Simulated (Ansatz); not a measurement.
# Cu+ with SiH₃F: interaction against distance, part 2 of 3

Ansatz 0.2.0, Gaussian basis.

**7. B moved by +0.10 Å, CCSD(T)/def2-TZVPPD**

ab/in.yaml

```yaml
crystal:
  periodic: [false, false, false]
  atoms:
    - {symbol: Cu, position_ang: [0.091147, 0.038190, -2.942206]}
    - {symbol: Si, position_ang: [-0.025324, -0.009014, 0.816229]}
    - {symbol: F, position_ang: [0.027844, -0.010641, -0.872478]}
    - {symbol: H, position_ang: [0.727119, -1.218474, 1.189252]}
    - {symbol: H, position_ang: [-1.465358, -0.064420, 1.118856]}
    - {symbol: H, position_ang: [0.629407, 1.257962, 1.183231]}
basis:
  gaussian: {orbitals: "def2-TZVPPD.json"}
total_charge: 1
correlation: {method: ccsd_t, frozen_orbitals: {Cu: 9, F: 1, H: 0, Si: 5}}
```

a/in.yaml

```yaml
crystal:
  periodic: [false, false, false]
  atoms:
    - {symbol: Cu, position_ang: [0.091147, 0.038190, -2.942206]}
basis:
  gaussian:
    orbitals: "def2-TZVPPD.json"
    ghost_atoms:
      - {symbol: Si, position_ang: [-0.025324, -0.009014, 0.816229]}
      - {symbol: F, position_ang: [0.027844, -0.010641, -0.872478]}
      - {symbol: H, position_ang: [0.727119, -1.218474, 1.189252]}
      - {symbol: H, position_ang: [-1.465358, -0.064420, 1.118856]}
      - {symbol: H, position_ang: [0.629407, 1.257962, 1.183231]}
total_charge: 1
correlation: {method: ccsd_t, frozen_orbitals: {Cu: 9, F: 1, H: 0, Si: 5}}
```

b/in.yaml

```yaml
crystal:
  periodic: [false, false, false]
  atoms:
    - {symbol: Si, position_ang: [-0.025324, -0.009014, 0.816229]}
    - {symbol: F, position_ang: [0.027844, -0.010641, -0.872478]}
    - {symbol: H, position_ang: [0.727119, -1.218474, 1.189252]}
    - {symbol: H, position_ang: [-1.465358, -0.064420, 1.118856]}
    - {symbol: H, position_ang: [0.629407, 1.257962, 1.183231]}
basis:
  gaussian:
    orbitals: "def2-TZVPPD.json"
    ghost_atoms:
      - {symbol: Cu, position_ang: [0.091147, 0.038190, -2.942206]}
correlation: {method: ccsd_t}
```

Each run has its own folder and the same command.

The run is started by

```console
$ ansatz run in.yaml --threads 4 --pin off --events-out ev --progress --plain --max-ram 9574MiB
```

Output in ab (excerpt; [...] marks lines left out):

```text
Functional definition: HF
  name "HF"
  cite "Fock, Z. Phys. 61, 126 (1930) doi:10.1007/BF01340294"
  parent pbe
[...]
1267 factors; integrals over basis functions are off by at most 1.2e-3 eV
[...]
mean field -55210.61647466 eV, -2028.9527323436 hartree, gradient 2.6e-6 eV, S^2 0.000000; 0 other end points of the search recorded, 0 dependent functions left out
15 core orbitals not correlated: weight in the atoms' cores, before any rotation towards them, 1.000 or more for the frozen orbitals, at most 0.000 for the correlated occupied ones
reference -55210.61647466 eV, -2028.9527323436 hartree; 12, 12 occupied and 179, 179 virtual orbitals, 1267 factors
second order -22.92409773 eV of doubles, -0.00000000 eV of singles
cycle   1  -21.01849087 eV  change     1.9e0 eV  update   1.4e-1
[...]
cycle  14  -21.92864821 eV  change    1.8e-5 eV  update   4.3e-6
perturbative correction -0.67504753 eV, -0.0248075393 hartree
Total energy: -55233.22017040 eV, -2029.7834028409 hartree
```

Output in a (excerpt; [...] marks lines left out):

```text
[... 4 set-up lines as earlier in the session ...]
[...]
1261 factors; integrals over basis functions are off by at most 8.7e-4 eV
[...]
mean field -44590.94427590 eV, -1638.6869773116 hartree, gradient 2.7e-6 eV, S^2 0.000000; 0 other end points of the search recorded, 0 dependent functions left out
9 core orbitals not correlated: weight in the atoms' cores, before any rotation towards them, 1.000 or more for the frozen orbitals, at most 0.000 for the correlated occupied ones
reference -44590.94427590 eV, -1638.6869773116 hartree; 5, 5 occupied and 192, 192 virtual orbitals, 1261 factors
second order -12.25746333 eV of doubles, -0.00000000 eV of singles
cycle   1  -10.16606689 eV  change     2.1e0 eV  update   1.1e-1
[...]
cycle  11  -10.69780235 eV  change   -8.4e-6 eV  update   4.4e-6
perturbative correction -0.35835149 eV, -0.0131691742 hartree
Total energy: -44602.00042974 eV, -1639.0932834711 hartree
```

b printed (excerpt; [...] marks lines left out):

```text
[... 4 set-up lines as earlier in the session ...]
[...]
1245 factors; integrals over basis functions are off by at most 1.2e-3 eV
[...]
mean field -10618.55307406 eV, -390.2246279579 hartree, gradient 9.1e-7 eV, S^2 0.000000; 0 other end points of the search recorded, 0 dependent functions left out
6 core orbitals not correlated: weight in the atoms' cores, before any rotation towards them, 1.000 or more for the frozen orbitals, at most 0.000 for the correlated occupied ones
reference -10618.55307406 eV, -390.2246279579 hartree; 7, 7 occupied and 193, 193 virtual orbitals, 1245 factors
second order -10.56309250 eV of doubles, -0.00000000 eV of singles
cycle   1  -10.79174047 eV  change   -2.3e-1 eV  update   7.6e-2
[...]
cycle   9  -11.13746367 eV  change   -2.5e-6 eV  update   8.7e-6
perturbative correction -0.30563820 eV, -0.0112319968 hartree
Total energy: -10629.99617593 eV, -390.6451541954 hartree
```

They took 61 s (ab), 23 s (a), 23 s (b) on 4 threads of AMD EPYC 7R43, shared host; peak memory 2.6 GiB.

Interaction: -1224 meV.

**8. B moved by +0.24 Å, wB97M-V/def2-TZVPPD**

ab/in.yaml

```yaml
crystal:
  periodic: [false, false, false]
  atoms:
    - {symbol: Cu, position_ang: [0.091147, 0.038190, -2.942206]}
    - {symbol: Si, position_ang: [-0.029599, -0.010806, 0.954236]}
    - {symbol: F, position_ang: [0.023569, -0.012432, -0.734471]}
    - {symbol: H, position_ang: [0.722845, -1.220266, 1.327259]}
    - {symbol: H, position_ang: [-1.469632, -0.066211, 1.256864]}
    - {symbol: H, position_ang: [0.625133, 1.256171, 1.321239]}
basis:
  gaussian: {orbitals: "def2-TZVPPD.json"}
total_charge: 1
hamiltonian: {xc: {name: wB97M-V}}
```

a/in.yaml

```yaml
crystal:
  periodic: [false, false, false]
  atoms:
    - {symbol: Cu, position_ang: [0.091147, 0.038190, -2.942206]}
basis:
  gaussian:
    orbitals: "def2-TZVPPD.json"
    ghost_atoms:
      - {symbol: Si, position_ang: [-0.029599, -0.010806, 0.954236]}
      - {symbol: F, position_ang: [0.023569, -0.012432, -0.734471]}
      - {symbol: H, position_ang: [0.722845, -1.220266, 1.327259]}
      - {symbol: H, position_ang: [-1.469632, -0.066211, 1.256864]}
      - {symbol: H, position_ang: [0.625133, 1.256171, 1.321239]}
total_charge: 1
hamiltonian: {xc: {name: wB97M-V}}
```

b/in.yaml

```yaml
crystal:
  periodic: [false, false, false]
  atoms:
    - {symbol: Si, position_ang: [-0.029599, -0.010806, 0.954236]}
    - {symbol: F, position_ang: [0.023569, -0.012432, -0.734471]}
    - {symbol: H, position_ang: [0.722845, -1.220266, 1.327259]}
    - {symbol: H, position_ang: [-1.469632, -0.066211, 1.256864]}
    - {symbol: H, position_ang: [0.625133, 1.256171, 1.321239]}
basis:
  gaussian:
    orbitals: "def2-TZVPPD.json"
    ghost_atoms:
      - {symbol: Cu, position_ang: [0.091147, 0.038190, -2.942206]}
hamiltonian: {xc: {name: wB97M-V}}
```

Each run has its own folder and the same command.

The run is started by

```console
$ ansatz run in.yaml --threads 4 --pin off --events-out ev --progress --plain --max-ram 9574MiB
```

ab printed (excerpt; [...] marks lines left out):

```text
[... 5 set-up lines as earlier in the session ...]
  # Of w^i u^j: cxij and so on, Table III.
[...]
  gx(w, u) = 1 - cx + cx01*u + cx10*w
[...]
      + integral(e_c_pw_mod_opposite_spin*gos(b97_w_opposite, b97_u_opposite)) + vv10(b, c)
1237 factors; their error is unknown
274 factors; integrals over basis functions are off by at most 3.2e-5 eV
[...]
mean field -55275.79121804 eV, -2031.3478599861 hartree, gradient 4.6e-5 eV, S^2 0.000000; 0 other end points of the search recorded, 0 dependent functions left out
reference -55275.79127600 eV, -2031.3478621161 hartree; 27, 27 occupied and 179, 179 virtual orbitals, 1237 factors
Total energy: -55275.79127600 eV, -2031.3478621161 hartree
```

a printed (excerpt; [...] marks lines left out):

```text
[... 5 set-up lines as earlier in the session ...]
  # Of w^i u^j: cxij and so on, Table III.
[...]
  gx(w, u) = 1 - cx + cx01*u + cx10*w
[...]
      + integral(e_c_pw_mod_opposite_spin*gos(b97_w_opposite, b97_u_opposite)) + vv10(b, c)
1203 factors; their error is unknown
265 factors; integrals over basis functions are off by at most 3.5e-5 eV
[...]
mean field -44629.93608564 eV, -1640.1198998901 hartree, gradient 6.2e-5 eV, S^2 0.000000; 0 other end points of the search recorded, 0 dependent functions left out
reference -44629.93612640 eV, -1640.1199013880 hartree; 14, 14 occupied and 192, 192 virtual orbitals, 1203 factors
Total energy: -44629.93612640 eV, -1640.1199013880 hartree
```

Log of b (excerpt; [...] marks lines left out):

```text
[... 5 set-up lines as earlier in the session ...]
  # Of w^i u^j: cxij and so on, Table III.
[...]
  gx(w, u) = 1 - cx + cx01*u + cx10*w
[...]
      + integral(e_c_pw_mod_opposite_spin*gos(b97_w_opposite, b97_u_opposite)) + vv10(b, c)
1116 factors; their error is unknown
251 factors; integrals over basis functions are off by at most 9.0e-5 eV
[...]
mean field -10644.62302989 eV, -391.1826811639 hartree, gradient 2.5e-5 eV, S^2 0.000000; 0 other end points of the search recorded, 0 dependent functions left out
reference -10644.62307941 eV, -391.1826829838 hartree; 13, 13 occupied and 193, 193 virtual orbitals, 1116 factors
Total energy: -10644.62307941 eV, -391.1826829838 hartree
```

They took 11 s (ab), 6.5 s (a), 6.5 s (b) on 4 threads of AMD EPYC 7R43, shared host; peak memory 0.51 GiB.

This point gives -1232 meV.

**9. B moved by +0.24 Å, CCSD(T)/def2-TZVPPD**

ab/in.yaml: that of step 8 with these lines changed.

```diff
@@ -12,2 +12,2 @@
 total_charge: 1
-hamiltonian: {xc: {name: wB97M-V}}
+correlation: {method: ccsd_t, frozen_orbitals: {Cu: 9, F: 1, H: 0, Si: 5}}
```

a/in.yaml: that of step 8 with these lines changed.

```diff
@@ -14,2 +14,2 @@
 total_charge: 1
-hamiltonian: {xc: {name: wB97M-V}}
+correlation: {method: ccsd_t, frozen_orbitals: {Cu: 9, F: 1, H: 0, Si: 5}}
```

b/in.yaml: that of step 8 with these lines changed.

```diff
@@ -13,2 +13,2 @@
       - {symbol: Cu, position_ang: [0.091147, 0.038190, -2.942206]}
-hamiltonian: {xc: {name: wB97M-V}}
+correlation: {method: ccsd_t}
```

The same command starts each run, in its folder.

The run is started by

```console
$ ansatz run in.yaml --threads 4 --pin off --events-out ev --progress --plain --max-ram 9574MiB
```

ab printed (excerpt; [...] marks lines left out):

```text
[... 4 set-up lines as earlier in the session ...]
[...]
1265 factors; integrals over basis functions are off by at most 1.2e-3 eV
[...]
mean field -55210.58135083 eV, -2028.9514415669 hartree, gradient 2.6e-6 eV, S^2 0.000000; 0 other end points of the search recorded, 0 dependent functions left out
15 core orbitals not correlated: weight in the atoms' cores, before any rotation towards them, 1.000 or more for the frozen orbitals, at most 0.000 for the correlated occupied ones
reference -55210.58135083 eV, -2028.9514415669 hartree; 12, 12 occupied and 179, 179 virtual orbitals, 1265 factors
second order -22.87501790 eV of doubles, -0.00000000 eV of singles
cycle   1  -20.99368884 eV  change     1.9e0 eV  update   1.4e-1
[...]
cycle  14  -21.88964771 eV  change    1.6e-5 eV  update   3.9e-6
perturbative correction -0.66950611 eV, -0.0246038958 hartree
Total energy: -55233.14050465 eV, -2029.7804751785 hartree
```

a printed (excerpt; [...] marks lines left out):

```text
[... 4 set-up lines as earlier in the session ...]
[...]
1259 factors; integrals over basis functions are off by at most 1.0e-3 eV
[...]
mean field -44590.94315416 eV, -1638.6869360887 hartree, gradient 8.3e-7 eV, S^2 0.000000; 0 other end points of the search recorded, 0 dependent functions left out
9 core orbitals not correlated: weight in the atoms' cores, before any rotation towards them, 1.000 or more for the frozen orbitals, at most 0.000 for the correlated occupied ones
reference -44590.94315416 eV, -1638.6869360887 hartree; 5, 5 occupied and 192, 192 virtual orbitals, 1259 factors
second order -12.25365326 eV of doubles, -0.00000000 eV of singles
cycle   1  -10.16372949 eV  change     2.1e0 eV  update   1.1e-1
[...]
cycle  11  -10.69464450 eV  change   -8.2e-6 eV  update   4.4e-6
perturbative correction -0.35716170 eV, -0.0131254503 hartree
Total energy: -44601.99496036 eV, -1639.0930824752 hartree
```

Log of b (excerpt; [...] marks lines left out):

```text
[... 4 set-up lines as earlier in the session ...]
[...]
1243 factors; integrals over basis functions are off by at most 1.2e-3 eV
[...]
mean field -10618.55287418 eV, -390.2246206126 hartree, gradient 9.1e-7 eV, S^2 0.000000; 0 other end points of the search recorded, 0 dependent functions left out
6 core orbitals not correlated: weight in the atoms' cores, before any rotation towards them, 1.000 or more for the frozen orbitals, at most 0.000 for the correlated occupied ones
reference -10618.55287418 eV, -390.2246206126 hartree; 7, 7 occupied and 193, 193 virtual orbitals, 1243 factors
second order -10.56175011 eV of doubles, -0.00000000 eV of singles
cycle   1  -10.79058095 eV  change   -2.3e-1 eV  update   7.6e-2
[...]
cycle   9  -11.13625001 eV  change   -2.6e-6 eV  update   8.7e-6
perturbative correction -0.30548538 eV, -0.0112263808 hartree
Total energy: -10629.99460958 eV, -390.6450966329 hartree
```

Times: 57 s (ab), 24 s (a), 25 s (b) on 4 threads of AMD EPYC 7R43, shared host; peak memory 2.6 GiB.

This point gives -1151 meV.

**10. B moved by +0.49 Å, wB97M-V/def2-TZVPPD**

ab/in.yaml

```yaml
crystal:
  periodic: [false, false, false]
  atoms:
    - {symbol: Cu, position_ang: [0.091147, 0.038190, -2.942206]}
    - {symbol: Si, position_ang: [-0.037538, -0.014132, 1.210536]}
    - {symbol: F, position_ang: [0.015631, -0.015759, -0.478171]}
    - {symbol: H, position_ang: [0.714906, -1.223592, 1.583558]}
    - {symbol: H, position_ang: [-1.477571, -0.069538, 1.513163]}
    - {symbol: H, position_ang: [0.617194, 1.252844, 1.577538]}
basis:
  gaussian: {orbitals: "def2-TZVPPD.json"}
total_charge: 1
hamiltonian: {xc: {name: wB97M-V}}
```

a/in.yaml

```yaml
crystal:
  periodic: [false, false, false]
  atoms:
    - {symbol: Cu, position_ang: [0.091147, 0.038190, -2.942206]}
basis:
  gaussian:
    orbitals: "def2-TZVPPD.json"
    ghost_atoms:
      - {symbol: Si, position_ang: [-0.037538, -0.014132, 1.210536]}
      - {symbol: F, position_ang: [0.015631, -0.015759, -0.478171]}
      - {symbol: H, position_ang: [0.714906, -1.223592, 1.583558]}
      - {symbol: H, position_ang: [-1.477571, -0.069538, 1.513163]}
      - {symbol: H, position_ang: [0.617194, 1.252844, 1.577538]}
total_charge: 1
hamiltonian: {xc: {name: wB97M-V}}
```

b/in.yaml

```yaml
crystal:
  periodic: [false, false, false]
  atoms:
    - {symbol: Si, position_ang: [-0.037538, -0.014132, 1.210536]}
    - {symbol: F, position_ang: [0.015631, -0.015759, -0.478171]}
    - {symbol: H, position_ang: [0.714906, -1.223592, 1.583558]}
    - {symbol: H, position_ang: [-1.477571, -0.069538, 1.513163]}
    - {symbol: H, position_ang: [0.617194, 1.252844, 1.577538]}
basis:
  gaussian:
    orbitals: "def2-TZVPPD.json"
    ghost_atoms:
      - {symbol: Cu, position_ang: [0.091147, 0.038190, -2.942206]}
hamiltonian: {xc: {name: wB97M-V}}
```

One command serves all of them, each in its own folder.

The run is started by

```console
$ ansatz run in.yaml --threads 4 --pin off --events-out ev --progress --plain --max-ram 9574MiB
```

ab printed (excerpt; [...] marks lines left out):

```text
[... 5 set-up lines as earlier in the session ...]
  # Of w^i u^j: cxij and so on, Table III.
[...]
  gx(w, u) = 1 - cx + cx01*u + cx10*w
[...]
      + integral(e_c_pw_mod_opposite_spin*gos(b97_w_opposite, b97_u_opposite)) + vv10(b, c)
1237 factors; their error is unknown
275 factors; integrals over basis functions are off by at most 3.7e-5 eV
[...]
mean field -55275.57268431 eV, -2031.3398290197 hartree, gradient 3.2e-5 eV, S^2 0.000000; 0 other end points of the search recorded, 0 dependent functions left out
reference -55275.57274348 eV, -2031.3398311939 hartree; 27, 27 occupied and 179, 179 virtual orbitals, 1237 factors
Total energy: -55275.57274348 eV, -2031.3398311939 hartree
```

Output in a (excerpt; [...] marks lines left out):

```text
[... 5 set-up lines as earlier in the session ...]
  # Of w^i u^j: cxij and so on, Table III.
[...]
  gx(w, u) = 1 - cx + cx01*u + cx10*w
[...]
      + integral(e_c_pw_mod_opposite_spin*gos(b97_w_opposite, b97_u_opposite)) + vv10(b, c)
1203 factors; their error is unknown
265 factors; integrals over basis functions are off by at most 3.7e-5 eV
[...]
mean field -44629.93336549 eV, -1640.1197999264 hartree, gradient 7.6e-5 eV, S^2 0.000000; 0 other end points of the search recorded, 0 dependent functions left out
reference -44629.93340558 eV, -1640.1198013997 hartree; 14, 14 occupied and 192, 192 virtual orbitals, 1203 factors
Total energy: -44629.93340558 eV, -1640.1198013997 hartree
```

Log of b (excerpt; [...] marks lines left out):

```text
[... 5 set-up lines as earlier in the session ...]
  # Of w^i u^j: cxij and so on, Table III.
[...]
  gx(w, u) = 1 - cx + cx01*u + cx10*w
[...]
      + integral(e_c_pw_mod_opposite_spin*gos(b97_w_opposite, b97_u_opposite)) + vv10(b, c)
1116 factors; their error is unknown
251 factors; integrals over basis functions are off by at most 9.7e-5 eV
[...]
mean field -10644.62266239 eV, -391.1826676586 hartree, gradient 2.5e-5 eV, S^2 0.000000; 0 other end points of the search recorded, 0 dependent functions left out
reference -10644.62271158 eV, -391.1826694662 hartree; 13, 13 occupied and 193, 193 virtual orbitals, 1116 factors
Total energy: -10644.62271158 eV, -391.1826694662 hartree
```

Wall times: 10 s (ab), 6 s (a), 6.5 s (b) on 4 threads of AMD EPYC 7R43, shared host; peak memory 0.52 GiB.

This point gives -1017 meV.

**11. B moved by +0.49 Å, CCSD(T)/def2-TZVPPD**

ab/in.yaml: that of step 10 with these lines changed.

```diff
@@ -12,2 +12,2 @@
 total_charge: 1
-hamiltonian: {xc: {name: wB97M-V}}
+correlation: {method: ccsd_t, frozen_orbitals: {Cu: 9, F: 1, H: 0, Si: 5}}
```

a/in.yaml: that of step 10 with these lines changed.

```diff
@@ -14,2 +14,2 @@
 total_charge: 1
-hamiltonian: {xc: {name: wB97M-V}}
+correlation: {method: ccsd_t, frozen_orbitals: {Cu: 9, F: 1, H: 0, Si: 5}}
```

b/in.yaml: that of step 10 with these lines changed.

```diff
@@ -13,2 +13,2 @@
       - {symbol: Cu, position_ang: [0.091147, 0.038190, -2.942206]}
-hamiltonian: {xc: {name: wB97M-V}}
+correlation: {method: ccsd_t}
```

One command serves all of them, each in its own folder.

The run is started by

```console
$ ansatz run in.yaml --threads 4 --pin off --events-out ev --progress --plain --max-ram 9574MiB
```

Output in ab (excerpt; [...] marks lines left out):

```text
[... 4 set-up lines as earlier in the session ...]
[...]
1266 factors; integrals over basis functions are off by at most 1.0e-3 eV
[...]
mean field -55210.43636820 eV, -2028.9461135534 hartree, gradient 2.6e-6 eV, S^2 0.000000; 0 other end points of the search recorded, 0 dependent functions left out
15 core orbitals not correlated: weight in the atoms' cores, before any rotation towards them, 1.000 or more for the frozen orbitals, at most 0.000 for the correlated occupied ones
reference -55210.43636820 eV, -2028.9461135534 hartree; 12, 12 occupied and 179, 179 virtual orbitals, 1266 factors
second order -22.81999538 eV of doubles, -0.00000000 eV of singles
cycle   1  -20.96192943 eV  change     1.9e0 eV  update   1.4e-1
[...]
cycle  14  -21.84276546 eV  change    1.3e-5 eV  update   3.2e-6
perturbative correction -0.66199400 eV, -0.0243278308 hartree
Total energy: -55232.94112766 eV, -2029.7731482095 hartree
```

a printed (excerpt; [...] marks lines left out):

```text
[... 4 set-up lines as earlier in the session ...]
[...]
1260 factors; integrals over basis functions are off by at most 1.0e-3 eV
[...]
mean field -44590.94066212 eV, -1638.6868445076 hartree, gradient 1.1e-6 eV, S^2 0.000000; 0 other end points of the search recorded, 0 dependent functions left out
9 core orbitals not correlated: weight in the atoms' cores, before any rotation towards them, 1.000 or more for the frozen orbitals, at most 0.000 for the correlated occupied ones
reference -44590.94066212 eV, -1638.6868445076 hartree; 5, 5 occupied and 192, 192 virtual orbitals, 1260 factors
second order -12.24760172 eV of doubles, -0.00000000 eV of singles
cycle   1  -10.15982328 eV  change     2.1e0 eV  update   1.1e-1
[...]
cycle  11  -10.68949574 eV  change   -8.1e-6 eV  update   4.3e-6
perturbative correction -0.35518970 eV, -0.0130529809 hartree
Total energy: -44601.98534756 eV, -1639.0927292114 hartree
```

b printed (excerpt; [...] marks lines left out):

```text
[... 4 set-up lines as earlier in the session ...]
[...]
1244 factors; integrals over basis functions are off by at most 1.0e-3 eV
[...]
mean field -10618.55264497 eV, -390.2246121890 hartree, gradient 9.1e-7 eV, S^2 0.000000; 0 other end points of the search recorded, 0 dependent functions left out
6 core orbitals not correlated: weight in the atoms' cores, before any rotation towards them, 1.000 or more for the frozen orbitals, at most 0.000 for the correlated occupied ones
reference -10618.55264497 eV, -390.2246121890 hartree; 7, 7 occupied and 193, 193 virtual orbitals, 1244 factors
second order -10.55968238 eV of doubles, -0.00000000 eV of singles
cycle   1  -10.78879667 eV  change   -2.3e-1 eV  update   7.6e-2
[...]
cycle   9  -11.13438815 eV  change   -2.6e-6 eV  update   8.7e-6
perturbative correction -0.30525510 eV, -0.0112179179 hartree
Total energy: -10629.99228822 eV, -390.6450113244 hartree
```

They took 61 s (ab), 24 s (a), 25 s (b) on 4 threads of AMD EPYC 7R43, shared host; peak memory 2.6 GiB.

ab − a − b = -963 meV.

(Continued in part 3 of 3.)
